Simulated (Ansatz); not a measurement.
# CH₄AlFO₂: up Jacob's ladder to CCSD(T)

How much do the methods differ for CH₄AlFO₂? The plan is to run it at one geometry with functionals of several rungs and with coupled cluster. The yardstick is the atomisation energy at the CCSD(T) limit.

Program: Ansatz 0.2.0, Gaussian basis. Level of theory: functionals in def2-TZVPP, the program's frozen cores in correlated methods. These are calculated values, not measurements.

Levels to be run: LDA (SPW92), PBE-D4, revPBE-D4, BLYP-D4, r2SCAN-D4, B97M-V, PBE0-D4, B3LYP-D4, r2SCANh-D4, r2SCAN0-D4, HSE06-D4, BHLYP-D4, CAM-B3LYP-D4, LC-ωPBE, ωB97X-V, ωB97M-V, B2PLYP, PBE-QIDH; CCSD(T)/def2-SVP; CCSD(T)/def2-TZVPP; CCSD(T)/def2-QZVPP; extrapolation to the limit; RPA on PBE.

**1. The geometry**

An earlier PBE0-D4 in a triple-zeta def2 set relaxation fixed the geometry.

SMILES `C[O][Al]([OH])[F]`, 9 atoms, charge 0, spin multiplicity 1.

Atoms are counted from 1 here; the program's logs count them from 0.

Bond lengths: C1–O2 1.400 Å, C1–H6 1.094 Å, C1–H7 1.094 Å, C1–H8 1.096 Å, O2–Al3 1.668 Å, Al3–O4 1.684 Å, Al3–F5 1.642 Å, O4–H9 0.955 Å. Angles: O2–C1–H6 109.8°, O2–C1–H7 109.8°, O2–C1–H8 112.5°, H6–C1–H7 108.0°, H6–C1–H8 108.3°, H7–C1–H8 108.3°, C1–O2–Al3 135.0°, O2–Al3–O4 120.7°, O2–Al3–F5 118.5°, O4–Al3–F5 120.8°, Al3–O4–H9 123.6°.

**2. LDA**

This LDA is Slater exchange with PW92 correlation.

Input file in.yaml:

```yaml
crystal:
  periodic: [false, false, false]
  atoms:
    - {symbol: C, position_ang: [0.177462, -1.511210, -0.541463]}
    - {symbol: O, position_ang: [0.677928, -0.204175, -0.589819]}
    - {symbol: Al, position_ang: [0.267258, 1.243956, 0.128594]}
    - {symbol: O, position_ang: [-1.033927, 1.336393, 1.193656]}
    - {symbol: F, position_ang: [1.160467, 2.575606, -0.226649]}
    - {symbol: H, position_ang: [0.956856, -2.194502, -0.190122]}
    - {symbol: H, position_ang: [-0.125304, -1.830237, -1.543631]}
    - {symbol: H, position_ang: [-0.687384, -1.605278, 0.124709]}
    - {symbol: H, position_ang: [-1.304856, 2.143147, 1.627627]}
basis:
  gaussian: {orbitals: def2-TZVPP}
hamiltonian: {xc: lda}
output: {orbitals: {seedname: orbitals}}
```

Started as:

```console
$ ansatz run in.yaml --threads 2 --pin off --events-out ev --progress --plain --max-ram 32768MiB --backend cpu
```

Further steps of the session: PBE-D4 (GGA); revPBE-D4 (GGA); BLYP-D4 (GGA); r2SCAN-D4 (meta-GGA); B97M-V (meta-GGA); B3LYP-D4 (hybrid); r2SCANh-D4 (hybrid); r2SCAN0-D4 (hybrid); HSE06-D4 (hybrid); BHLYP-D4 (hybrid); CAM-B3LYP-D4 (range-separated); LC-ωPBE (range-separated); ωB97X-V (range-separated); ωB97M-V (range-separated); B2PLYP (double hybrid); PBE-QIDH (double hybrid); CCSD(T) in def2-SVP; CCSD(T) in def2-TZVPP; CCSD(T) in def2-QZVPP; RPA on PBE orbitals.

**Question.** What will the summary of the whole plan be? Wanted: atomisation energy, CCSD(T)/CBS; farthest beyond LDA; mean size of error, GGA; mean size of error, meta-GGA; mean size of error, hybrid; mean size of error, range-separated; mean size of error, double hybrid; gap, smallest and largest; T1 diagnostic.

**Answer**, as computed:

```
                               quantity                                      value
        atomisation energy, CCSD(T)/CBS                                  37.782 eV
    functionals within 0.189 eV (0.5 %)                    r2SCAN-D4, CAM-B3LYP-D4
                    farthest beyond LDA                       BHLYP-D4 (-1.785 eV)
                mean size of error, GGA                                   0.462 eV
           mean size of error, meta-GGA                                   0.233 eV
             mean size of error, hybrid                                   0.844 eV
    mean size of error, range-separated                                   0.212 eV
      mean size of error, double hybrid                                   0.627 eV
              gap, smallest and largest  5.17 eV (LDA (SPW92)), 12.75 eV (LC-ωPBE)
                          T1 diagnostic                                     0.0121
triples share of the correlation energy                                      3.2 %
```

In words: The LDA atomisation energy is off by 5.142 eV (14 %): it overbinds. PBE-D4 is off by +0.251 eV. Double hybrids carry the basis error of their MP2 part in triple zeta, and no dispersion term here, so their miss is partly the set-up's. By mean error the best rung here is range-separated (0.212 eV) and the worst beyond LDA is hybrid (0.844 eV). The gap between the best rungs is small, so their order is not settled. The mean of the hybrids holds BHLYP, with half exact exchange. Misses under about 0.189 eV are within the doubt on the reference itself, which lacks core-valence correlation, relativity and higher excitations. Hartree-Fock recovers 72 % of the binding; the rest is correlation. CCSD(T) in def2-SVP is off by -2.507 eV, worse than the median functional, from the basis alone. The gap grows from 5.2 to 12.8 eV across the functionals, mostly with the share of exact exchange.
